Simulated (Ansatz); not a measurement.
# Ga4AsN3: the band gap up the ladder of functionals

One table from this session's results is given with a row withheld; the runs are named, their logs left out.

Code: Ansatz 0.2.0. PAW datasets, plane waves. Note: simulated data, non-magnetic, for a generated structure that need not be the stable one.

## The cell

The cell was relaxed beforehand with r2SCAN.

The symmetry is Amm2 (No. 38, orthorhombic); a = 3.374 Å, b = 6.854 Å, c = 9.639 Å in the conventional setting, 13.93 Å³ an atom. Around N lie 4 Ga at 2.01–2.07 Å; around N lie 4 Ga at 1.94–2.12 Å; around As lie 4 Ga at 2.27–2.29 Å; around Ga lie 4 N at 2.07–2.12 Å; around Ga lie 3 N at 2.01 Å and 1 As at 2.29 Å.

Coordinates:

Space group Amm2 (No. 38). a = 3.374 Å, b = 6.854 Å, c = 9.639 Å, α = 90.00°, β = 90.00°, γ = 90.00°
```
atom  site  symmetry       x       y       z
   N    2a       mm2  0.0000  0.5000  0.5016
   N    4e       m..  0.5000  0.2517  0.7488
  As    2a       mm2  0.0000  0.5000  0.0039
  Ga    2b       mm2  0.5000  0.5000  0.3769
  Ga    4d       m..  0.0000  0.7761  0.1370
  Ga    2b       mm2  0.5000  0.5000  0.8461
```

Set-up of the first run:

input.yaml

```yaml
crystal:
  lattice:
    - [3.3735323817, 0.0, 0.0]
    - [0.0, 3.427247109, 4.8195426307]
    - [0.0, -3.427247109, 4.8195426307]
  atoms:
    - { symbol: "N", position: [0.0, 0.0015677555, 0.0015677555] }
    - { symbol: "N", position: [0.5, 0.0004757818, 0.4971448061] }
    - { symbol: "N", position: [0.5, 0.4971448061, 0.0004757818] }
    - { symbol: As, position: [0.0, 0.5038949206, 0.5038949206] }
    - { symbol: Ga, position: [0.5, 0.8769157371, 0.8769157371] }
    - { symbol: Ga, position: [0.0, 0.9131003508, 0.3608356254] }
    - { symbol: Ga, position: [0.0, 0.3608356254, 0.9131003508] }
    - { symbol: Ga, position: [0.5, 0.3460650225, 0.3460650225] }
kpoints:
  mp_grid: { grid: [8, 6, 6] }
  band_path:
    path:
      - [[0.0, 0.0, 0.0], [4.66630434875e-19, 0.5, 0.5], [5.540605452502e-19, 0.6235790079714, 0.3764209920286]]
      - [[2.663116448402e-19, 0.3764209920286, -0.3764209920286], [0.0, 0.0, 0.0], [0.5, 1.325981639486e-18, 5.924843909739e-19], [0.5, 0.3764209920286, -0.3764209920286]]
      - [[0.5, 0.6235790079714, 0.3764209920286], [0.5, 0.5, 0.5], [4.66630434875e-19, 0.5, 0.5]]
      - [[0.0, 0.0, 0.0], [4.101860950452e-19, 0.5, 9.680382508949e-18], [0.5, 0.5, 9.680382508949e-18], [0.5, 1.325981639486e-18, 5.924843909739e-19], [0.5, 0.5, 0.5]]
    npoints: 10
hamiltonian:
  xc: pbe
scf:
  occupations: { method: fermi_dirac, width: 0.02 }
  n_extra_bands: 6
output:
  forces: true
  stress: true
  eigenvalues: true
```

The run is started by

```console
ansatz run input.yaml --threads 4 --pin off --max-ram 6451MiB --backend cpu --events-out ev --progress --plain --runs-dir out
```

Steps of the session up to this table: PBE band path; Single point with r2SCAN; Single point with HSE06; PBE+SOC at the same geometry.

One table of the session follows, with a row left open; its other results are not shown here.

```
  level  gap (eV)
    PBE     -0.57
 r2SCAN         ?
  HSE06     -0.32
PBE+SOC     -0.56
```

Q: Estimate the row for r2SCAN from the others.

As computed: gap (eV): -0.54. In the column «gap (eV)» it lies between PBE+SOC (-0.56) and HSE06 (-0.32).

Meshes: PBE 8×6×6, r2SCAN 8×6×6, HSE06 4×4×4, PBE+SOC 8×6×6

What this shows: Every level leaves the bands touching or overlapping.

To keep in mind: Warnings in the runs' records: stress exchange threshold loose, stress scf threshold loose.
